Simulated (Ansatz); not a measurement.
# LuPd: relaxed, then solved by several methods

Aim: relax LuPd, then solve it with and without frozen cores. The runs shown use PAW and LAPW. Its runs: cell and atoms relaxed (PAW); the reference run (LAPW and PAW).

Method: DFT PBEsol, with the methods named in each step, in Ansatz 0.2.0.

## (1) The starting structure

It takes space group Pm-3m (No. 221, cubic). The conventional cell has a = 3.415 Å, b = 3.415 Å, c = 3.415 Å, α = 90.00°, β = 90.00°, γ = 90.00°. Around Lu (site symmetry m-3m) lie 8 Pd at 2.96 Å. Pd (site symmetry m-3m) is surrounded by 8 Lu at 2.96 Å.

As a file:

```
CELL_PARAMETERS angstrom
3.41500 0.00000 0.00000
0.00000 3.41500 0.00000
0.00000 0.00000 3.41500
ATOMIC_POSITIONS crystal
Lu 0.00000 0.00000 0.00000
Pd 0.50000 0.50000 0.50000
```

Atoms are numbered in the order of the input: Lu1, Pd2.

## (2) Cell and atoms relaxed, PAW

input.yaml

```yaml
crystal:
  lattice:
    - [3.415, 0.0, 0.0]
    - [0.0, 3.415, 0.0]
    - [0.0, 0.0, 3.415]
  atoms:
    - { symbol: Lu, position: [0.0, 0.0, 0.0] }
    - { symbol: Pd, position: [0.5, 0.5, 0.5] }
kpoints:
  mp_grid: { grid: [12, 12, 12] }
scf:
  occupations: { method: fermi_dirac, width: 0.05 }
hamiltonian:
  xc: pbesol
  pseudopotentials: { kind: paw }
output:
  forces: true
  stress: true
relax:
  f_tol: 0.005
  max_steps: 50
  cell: {}
```

Command:

```sh
$ ansatz run input.yaml --threads 1 --pin off --max-ram 2048MiB --backend cpu --events-out ev --progress --plain --runs-dir out
```

After this run come: The relaxed cell, LAPW; The relaxed cell, PAW.

Q: Predict the outcome of this session. Wanted: volume, relaxed; gap.

The runs gave:

| quantity | value |
| --- | --- |
| volume, relaxed (PAW) | 19.475 Å³/atom, Pm-3m |
| gap (LAPW) | none |

What this shows: Relaxing changes the volume by -2.2 %, to 19.48 Å³/atom. With 69 electrons in the bands of a cell, and no spin, a band must be partly filled: it is a metal at this level. Lu 5d carries the largest share, 68 %, of the projected states within 0.3 eV of the Fermi level. The projection holds only the free atom's occupied shells (Lu 6s, Lu 5d, Lu 4f, Pd 4d in this range). PAW lies less than 0.01 GPa from LAPW in pressure. Spin-orbit coupling is left out, though the cell holds Lu; in elements this heavy it can shift bands and gaps by tenths of an eV.
